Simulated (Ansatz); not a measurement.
**InH2 (SMILES [InH2]): a first try and a second**

Wanted: energy and gradient of InH2, FCI/LANL2DZ (core potential).

The results are computed with Ansatz 0.2.0.

7 further runs of the same task are left out: 1 that didn't finish, 6 set aside as unsound or not needed.

## 1. The system as given

InH2 has 3 atoms, charge 0, and is taken as a doublet. SMILES: `[InH2]`. The coordinates come from a PBE0-D4/def2-TZVP relaxation.

Bond lengths: In1–H2 1.758 Å, In1–H3 1.758 Å. Angles: H2–In1–H3 120.6°.

## 2. First attempt

Input file in.yaml:

```yaml
crystal:
  periodic: [false, false, false]
  atoms:
    - {symbol: In, position_ang: [0.384600, -0.425400, 0.149800]}
    - {symbol: Xx, position_ang: [0.691300, 1.265400, 0.521600]}
    - {symbol: H, position_ang: [-1.086900, -0.904800, -0.684700]}
basis:
  gaussian: {orbitals: LANL2DZ.json}
magnetization: {spin_polarized: true, initial_magnetization: 1}
correlation: {method: fci}
accuracy: high
output: {forces: true}
```

Launch:

```console
$ ansatz run in.yaml --threads 1 --pin off --max-ram 2610MiB --events-out events.jsonl --progress --plain --runs-dir runs
```

Output:

```text
Error: YAML parse error: error: line 5 column 16: `Xx` is not an element symbol (H … Og, case-exact)
 --> <input>:5:16
  |
3 |   atoms:
4 |     - {symbol: In, position_ang: [0.384600, -0.425400, 0.149800]}
5 |     - {symbol: Xx, position_ang: [0.691300, 1.265400, 0.521600]}
  |                ^ `Xx` is not an element symbol (H … Og, case-exact)
6 |     - {symbol: H, position_ang: [-1.086900, -0.904800, -0.684700]}
7 | basis:
  |
```

Wall time 0.02 s (1 thread of Arm Neoverse V2, shared host).

## 3. What went wrong

The program refused the input.

The telling line is `Error: YAML parse error: error: line 5 column 16: 'Xx' is not an element symbol`. The fault: an element symbol is mistyped. The culprit stands in `- {symbol: Xx, position_ang: [0.691300, 1.265400, 0.521600]}`.

## 4. Try two

in.yaml, as its differences from that of step 2:

```diff
@@ -4,3 +4,3 @@
     - {symbol: In, position_ang: [0.384600, -0.425400, 0.149800]}
-    - {symbol: Xx, position_ang: [0.691300, 1.265400, 0.521600]}
+    - {symbol: H, position_ang: [0.691300, 1.265400, 0.521600]}
     - {symbol: H, position_ang: [-1.086900, -0.904800, -0.684700]}
```

The basis set LANL2DZ is read from a file made from the Basis Set Exchange's data (not shown).

Launch:

```console
$ ansatz run in.yaml --threads 1 --pin off --max-ram 2610MiB --events-out events.jsonl --progress --plain --runs-dir runs
```

Output (excerpt; [...] marks lines left out):

```text
Warning: RAYON_NUM_THREADS=1 ignored (pool sized by the plan → 1); use --threads N
Functional definition: HF
  name "HF"
[...]
238 factors; integrals over basis functions are off by at most 2.2e-9 eV
[...]
mean field -78.67610424 eV, -2.8912935021 hartree, gradient 4.0e-8 eV, S^2 0.754157; 0 other end points of the search recorded, 0 dependent functions left out
[...]
reference -78.65652355 eV, -2.8905739252 hartree; 3, 2 occupied and 9, 10 virtual orbitals, 238 factors
state -79.84800307 eV, -2.9343599898 hartree
[...]
Total energy: -79.84800307 eV, -2.9343599898 hartree
Atom 0 at     0.384600    -0.425400     0.149800 Å, force     0.241761    -0.252844     0.095860 eV/Å
Atom 1 at     0.691300     1.265400     0.521600 Å, force     0.016568     0.294633     0.045370 eV/Å
Atom 2 at    -1.086900    -0.904800    -0.684700 Å, force    -0.258329    -0.041789    -0.141230 eV/Å
Dipole moment:     0.101005    -0.105000     0.040128 e Å
```

Wall time 0.32 s (1 thread of Arm Neoverse V2, shared host).

## 5. What came out

At FCI/LANL2DZ (core potential):

```
                          quantity        value
                      total energy  -2.93436 Eh
dipole moment (correlated density)       0.73 D
                correlation energy    -43.8 mEh
          largest force on an atom   0.363 eV/Å
```

**Reading.** Mulliken charges run from -0.15 on H2 to +0.31 on In1. The largest force is 0.36 eV/Å: the shape isn't a stationary point for this species at this level.
